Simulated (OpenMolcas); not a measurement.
# GeHF3 (SMILES [F][GeH]([F])[F]): a chain of runs

Wanted: a single-point energy (HF/ANO-R0), then the energy (CASSCF(2,2)/ANO-R1), then an energy scan (CASPT2(2,2)/ANO-R1), then the energy along one coordinate (SC-NEVPT2(2,2)/ANO-R1), then an energy scan (MC-PDFT[tPBE](2,2)/ANO-R1) of GeHF3. 

The calculation is run with OpenMolcas 26.06.

## 1. The molecule

GeHF3 has 5 atoms, charge 0, and is taken as a singlet. SMILES: `[F][GeH]([F])[F]`. The shape is that of a PBE0-D4/def2-TZVP optimisation.

Bond lengths: F1–Ge2 1.707 Å, Ge2–F3 1.707 Å, Ge2–F4 1.707 Å, Ge2–H5 1.516 Å. Angles: F1–Ge2–F3 106.4°, F1–Ge2–F4 106.4°, F3–Ge2–F4 106.4°, F1–Ge2–H5 112.4°, F3–Ge2–H5 112.4°, F4–Ge2–H5 112.4°.

## 2. The energy at HF/ANO-R0 (sfX2C) (run 1)

struct.xyz

```xyz
5

F     -0.249800    -0.734100     1.483000
Ge     0.095600    -0.008700    -0.023300
F     -0.673100     1.515700    -0.011300
F     -0.708100    -0.944000    -1.204000
H      1.585200     0.097300    -0.285700
```

step1.input

```
&GATEWAY
 Coord = struct.xyz
 Basis = ANO-R0
 Group = NoSym

&SEWARD

&SCF
 PrOrbitals = 0

&LOCALISATION
 Occupied
 Freeze
 Pipek-Mezey

&LOCALISATION
 FileOrb = $Project.LocOrb
 Virtual
 Pipek-Mezey
```

Run with:

```bash
$ export MOLCAS_MEM=1860
$ pymolcas step1.input > step1.log
```

The log of the run:

```text
--- Start Module: gateway ---
[...]
--- Stop Module: gateway /rc=_RC_ALL_IS_WELL_ ---
[...]
      Basis functions           34
[...]
       Convergence after  10 Iterations
[...]
::    Total SCF energy                              -2395.8746477394
[...]
      Total spin, S                                     0.0000000000
[...]
      Total electronic charge=   60.000000
      Total            charge=   -0.000000
[...]
      Dipole Moment (debye):
      Origin of the operator (angstrom)=   -0.1692   -0.0275    0.0233
                   X= -1.4616E-01               Y= -1.0670E-02               Z=  2.6065E-02           Total=  1.4885E-01
      Quadrupole Moment (debye*angstrom):
[...]
--- Start Module: localisation ---
[...]
--- Stop Module: localisation /rc=_RC_ALL_IS_WELL_ ---
--- Start Module: localisation ---
[...]
--- Stop Module: localisation /rc=_RC_ALL_IS_WELL_ ---
[...]
```

It took 3.9 s on 1 thread of Arm Neoverse V1, shared host; peak memory 0.41 GiB.

## 3. The energy at CASSCF(2,2)/ANO-R1 (sfX2C, RICD fitting) (run 2)

struct.xyz is that of step 2.

step2.inp

```
* F3GeH CASSCF

&GATEWAY
 Coord = struct.xyz
 Basis = ANO-R0
 Group = NoSym

&SEWARD

&RASSCF
 FileOrb = $CurrDir/step1.LocOrb
 Spin = 1
 Nactel = 2 0 0
 Inactive = 29
 Ras2 = 2
 OrbListing = Nothing
>>> COPY $Project.RunFile RUNFIL1
>>> COPY $Project.RasOrb INPORB

&GATEWAY
 Coord = struct.xyz
 Basis = ANO-R1
 Group = NoSym
 RICD

&SEWARD
>>> COPY $Project.RunFile RUNFIL2

&EXPBAS

&RASSCF
 FileOrb = $Project.ExpOrb
 Spin = 1
 Nactel = 2 0 0
 Inactive = 29
 Ras2 = 2
 OrbListing = Nothing
 OrbAppear = Compact
```

Run with:

```bash
$ export MOLCAS_MEM=1860
$ pymolcas step2.inp > step2.log
```

The log of the run:

```text
--- Start Module: gateway ---
[...]
--- Stop Module: gateway /rc=_RC_ALL_IS_WELL_ ---
[...]
      Basis functions           34
[...]
      Number of active orbitals                  2
[...]
      Spin quantum number                      0.0
[...]
      Active orbitals                            2
[...]
      Number of CSFs                             3
[...]
      Number of root(s) required                 1
[...]
      Convergence after 12 iterations
[...]
      printout of CI-coefficients larger than  0.05 for root  1
      energy=   -2395.880911
      conf/sym  11     Coeff  Weight
             1  20   0.99613 0.99227
             3  02  -0.08790 0.00773
      Natural orbitals and occupation numbers for root  1
      sym 1:   1.984546   0.015454
      ************************************************************************************************************************
      *                                                    Final results                                                     *
[...]
::    RASSCF root number  1 Total energy:  -2395.88091068
[...]
      Basis functions           86
[...]
--- Start Module: expbas ---
[...]
--- Stop Module: expbas /rc=_RC_ALL_IS_WELL_ ---
--- Start Module: rasscf ---
[...]
      Convergence after 14 iterations
[...]
      Natural orbitals and occupation numbers for root  1
      sym 1:   1.978024   0.021976
      ************************************************************************************************************************
      *                                                    Final results                                                     *
[...]
::    RASSCF root number  1 Total energy:  -2396.53461938
[...]
      Total electronic charge=   60.000000
      Total            charge=   -0.000000
[...]
      Dipole Moment (debye):
      Origin of the operator (angstrom)=   -0.1692   -0.0275    0.0233
                   X=  2.8624E+00               Y=  2.0314E-01               Z= -5.0351E-01           Total=  2.9134E+00
      Quadrupole Moment (debye*angstrom):
[...]
--- Stop Module: rasscf /rc=_RC_ALL_IS_WELL_ ---
[...]
```

Run time: 15 s. Hardware: 1 thread of Arm Neoverse V1, shared host; peak memory 0.41 GiB.

## 4. The energy along one coordinate at CASPT2(2,2)/ANO-R1 (sfX2C, RICD fitting, ipea shift 0.25 Eh, pt2 variant SS) (run 3)

step3.inp

```
* F3GeH CASPT2
>>> COPY $CurrDir/step2.RasOrb $Project.RasOrb
>>> ForEach K in (1, 2, 3, 4, 5, 6, 7, 8, 9)

&GATEWAY
  COORD = $CurrDir/point$K.xyz
  BASIS = ANO-R1
  GROUP = NoSym
  RICD

&SEWARD

&RASSCF
  FILEORB = $Project.RasOrb
  SPIN = 1
  NACTEL = 2 0 0
  INACTIVE = 29
  RAS2 = 2
  ORBLISTING = Nothing
  ORBAPPEAR = Compact

&CASPT2
  IMAGINARY = 0.2
  FROZEN = 12
>>> EndDo
```

Run with:

```bash
$ export MOLCAS_MEM=1860
$ pymolcas step3.inp > step3.log
```

The log of the run:

```text
[...]
      Basis functions           86
[...]
      Number of active orbitals                  2
[...]
      Spin quantum number                      0.0
[...]
      Active orbitals                            2
[...]
      Number of CSFs                             3
[...]
      Number of root(s) required                 1
[...]
      Convergence after 10 iterations
[...]
      Natural orbitals and occupation numbers for root  1
      sym 1:   1.984867   0.015133
      ************************************************************************************************************************
      *                                                    Final results                                                     *
[...]
::    RASSCF root number  1 Total energy:  -2396.52521563
[...]
::    CASPT2 Root  1     Total energy:  -2397.55146506
[...]
      Convergence after 10 iterations
[...]
      Natural orbitals and occupation numbers for root  1
      sym 1:   1.978037   0.021963
      ************************************************************************************************************************
      *                                                    Final results                                                     *
[...]
      Convergence after  8 iterations
[...]
      Natural orbitals and occupation numbers for root  1
      sym 1:   1.738982   0.261018
      ************************************************************************************************************************
      *                                                    Final results                                                     *
[...]
      Convergence after  8 iterations
[...]
      Natural orbitals and occupation numbers for root  1
      sym 1:   1.503462   0.496538
      ************************************************************************************************************************
      *                                                    Final results                                                     *
[...]
      Convergence after  7 iterations
[...]
      Natural orbitals and occupation numbers for root  1
      sym 1:   1.241941   0.758059
      ************************************************************************************************************************
      *                                                    Final results                                                     *
[...]
::    RASSCF root number  1 Total energy:  -2396.39924138
[...]
::    CASPT2 Root  1     Total energy:  -2397.41384213
[...]
      Convergence after  7 iterations
[...]
::    RASSCF root number  1 Total energy:  -2396.39683024
[...]
::    CASPT2 Root  1     Total energy:  -2397.41086308
[...]
```

Run time: 97 s. Hardware: 1 thread of Arm Neoverse V1, shared host; peak memory 0.15 GiB.

The scan, from its lowest point:

```tsv
H5–Ge2 (Å)	energy (kJ/mol)
1.365	18.8
1.516	0.0
1.668	22.6
1.895	89.2
2.199	188.5
2.578	285.9
3.032	350.5
3.639	380.1
4.549	388.0
```

## 5. The energy along one coordinate at SC-NEVPT2(2,2)/ANO-R1 (sfX2C, RICD fitting, pt2 variant SC-NEVPT2) (run 4)

step4.input

```
>>> COPY $CurrDir/step2.RasOrb $Project.RasOrb
>>> ForEach K in (1, 2, 3, 4, 5, 6, 7, 8, 9)

&GATEWAY
  Coord=$CurrDir/point$K.xyz
  Basis=ANO-R1
  Group=NoSym
  RICD

&SEWARD

&RASSCF
  FileOrb=$Project.RasOrb
  Spin=1
  Nactel=2 0 0
  Inactive=29
  Ras2=2
  OrbListing=Nothing
  OrbAppear=Compact

&CASPT2
  SC-NEVPT2
  Frozen=12
>>> EndDo
```

Run with:

```bash
$ export MOLCAS_MEM=1860
$ pymolcas step4.input > step4.log
```

The log of the run:

```text
[...]
      Basis functions           86
[...]
      Number of active orbitals                  2
[...]
      Spin quantum number                      0.0
[...]
      Active orbitals                            2
[...]
      Number of CSFs                             3
[...]
      Number of root(s) required                 1
[...]
      Convergence after 10 iterations
[...]
      printout of CI-coefficients larger than  0.05 for root  1
      energy=   -2396.525216
      conf/sym  11     Coeff  Weight
             1  20   0.99621 0.99243
             3  02  -0.08698 0.00757
      Natural orbitals and occupation numbers for root  1
      sym 1:   1.984867   0.015133
      ************************************************************************************************************************
      *                                                    Final results                                                     *
[...]
::    RASSCF root number  1 Total energy:  -2396.52521563
[...]
      E2 (Variational):          -1.0169264657
[...]
::    SC-NEVPT2 Root  1     Total energy:  -2397.54211977
[...]
      Convergence after 10 iterations
[...]
      Natural orbitals and occupation numbers for root  1
      sym 1:   1.978037   0.021963
      ************************************************************************************************************************
      *                                                    Final results                                                     *
[...]
      Convergence after  8 iterations
[...]
      Natural orbitals and occupation numbers for root  1
      sym 1:   1.738982   0.261018
      ************************************************************************************************************************
      *                                                    Final results                                                     *
[...]
      Convergence after  8 iterations
[...]
      Natural orbitals and occupation numbers for root  1
      sym 1:   1.503462   0.496538
      ************************************************************************************************************************
      *                                                    Final results                                                     *
[...]
      Convergence after  7 iterations
[...]
::    RASSCF root number  1 Total energy:  -2396.39924138
[...]
::    SC-NEVPT2 Root  1     Total energy:  -2397.41144763
[...]
      Convergence after  7 iterations
[...]
::    RASSCF root number  1 Total energy:  -2396.39683024
[...]
      E2 (Variational):          -1.0118365004
[...]
      Reference weight:           0.84613
[...]
::    SC-NEVPT2 Root  1     Total energy:  -2397.40866674
[...]
```

It took 94 s on 1 thread of Arm Neoverse V1, shared host; peak memory 0.15 GiB.

The scan, from its lowest point:

```tsv
H5–Ge2 (Å)	energy (kJ/mol)
1.365	22.1
1.516	0.0
1.668	19.9
1.895	83.3
2.199	179.8
2.578	274.9
3.032	337.4
3.639	365.2
4.549	372.5
```

## 6. An energy scan at MC-PDFT[tPBE](2,2)/ANO-R1 (sfX2C, RICD fitting) (run 5)

step5.inp

```
* F3GeH MC-PDFT
>>> EXPORT MOLCAS_PRINT=2
>>> COPY $CurrDir/step2.RasOrb $Project.RasOrb
>>> ForEach K in (1, 2, 3, 4, 5, 6, 7, 8, 9)

&GATEWAY
 Coord
 $CurrDir/point$K.xyz
 Basis
 ANO-R1
 Group
 NoSym
 RICD

&SEWARD

&RASSCF
 FileOrb
 $Project.RasOrb
 Spin
 1
 Nactel
 2 0 0
 Inactive
 29
 Ras2
 2
 OrbListing
 Nothing
 OrbAppear
 Compact

&MCPDFT
 KSDFT
 T:PBE
>>> EndDo
```

Run with:

```bash
$ export MOLCAS_MEM=1860
$ pymolcas step5.inp > step5.log
```

The log of the run:

```text
--- Start Module: gateway ---
[...]
      Basis functions           86
[...]
      Number of active orbitals                  2
[...]
      Spin quantum number                      0.0
[...]
      Active orbitals                            2
[...]
      Number of CSFs                             3
[...]
      Number of root(s) required                 1
[...]
      Convergence after 10 iterations
[...]
      printout of CI-coefficients larger than  0.05 for root  1
      energy=   -2396.525216
      conf/sym  11     Coeff  Weight
             1  20   0.99621 0.99243
             3  02  -0.08698 0.00757
      Natural orbitals and occupation numbers for root  1
      sym 1:   1.984867   0.015133
      ************************************************************************************************************************
      *                                                    Final results                                                     *
[...]
::    RASSCF root number  1 Total energy:  -2396.52521563
[...]
::    MCPDFT root number  1 Total energy:  -2398.80829105
[...]
      Convergence after 10 iterations
[...]
      Natural orbitals and occupation numbers for root  1
      sym 1:   1.978037   0.021963
      ************************************************************************************************************************
      *                                                    Final results                                                     *
[...]
      Convergence after  8 iterations
[...]
      Natural orbitals and occupation numbers for root  1
      sym 1:   1.738982   0.261018
      ************************************************************************************************************************
      *                                                    Final results                                                     *
[...]
      Convergence after  8 iterations
[...]
      Natural orbitals and occupation numbers for root  1
      sym 1:   1.503462   0.496538
      ************************************************************************************************************************
      *                                                    Final results                                                     *
[...]
      Convergence after  7 iterations
[...]
::    RASSCF root number  1 Total energy:  -2396.39924138
[...]
::    MCPDFT root number  1 Total energy:  -2398.67385727
[...]
      Convergence after  7 iterations
[...]
::    RASSCF root number  1 Total energy:  -2396.39683024
[...]
      Total electronic charge=   60.000000
      Total            charge=   -0.000000
[...]
::    MCPDFT root number  1 Total energy:  -2398.67173775
[...]
```

Run time: 95 s. Hardware: 1 thread of Arm Neoverse V1, shared host; peak memory 0.15 GiB.

The scan, from its lowest point:

```tsv
H5–Ge2 (Å)	energy (kJ/mol)
1.365	24.1
1.516	0.0
1.668	17.4
1.895	77.9
2.199	174.1
2.578	275.2
3.032	346.1
3.639	377.0
4.549	382.6
```

## 7. Summary of results

```
                                                   quantity           value
                             run 1, HF/ANO-R0: total energy  -2395.87465 Eh
                            run 1, HF/ANO-R0: dipole moment          0.15 D
                              run 1, HF/ANO-R0: HOMO energy       -12.69 eV
                              run 1, HF/ANO-R0: LUMO energy         4.17 eV
                            run 1, HF/ANO-R0: HOMO–LUMO gap        16.86 eV
                    run 2, CASSCF(2,2)/ANO-R1: total energy  -2396.53462 Eh
  run 2, CASSCF(2,2)/ANO-R1: dipole moment (CASSCF density)          2.91 D
       run 3, CASPT2(2,2)/ANO-R1: lowest energy of the scan  -2397.55863 Eh
    run 4, SC-NEVPT2(2,2)/ANO-R1: lowest energy of the scan  -2397.55054 Eh
run 5, MC-PDFT[tPBE](2,2)/ANO-R1: lowest energy of the scan  -2398.81746 Eh
```
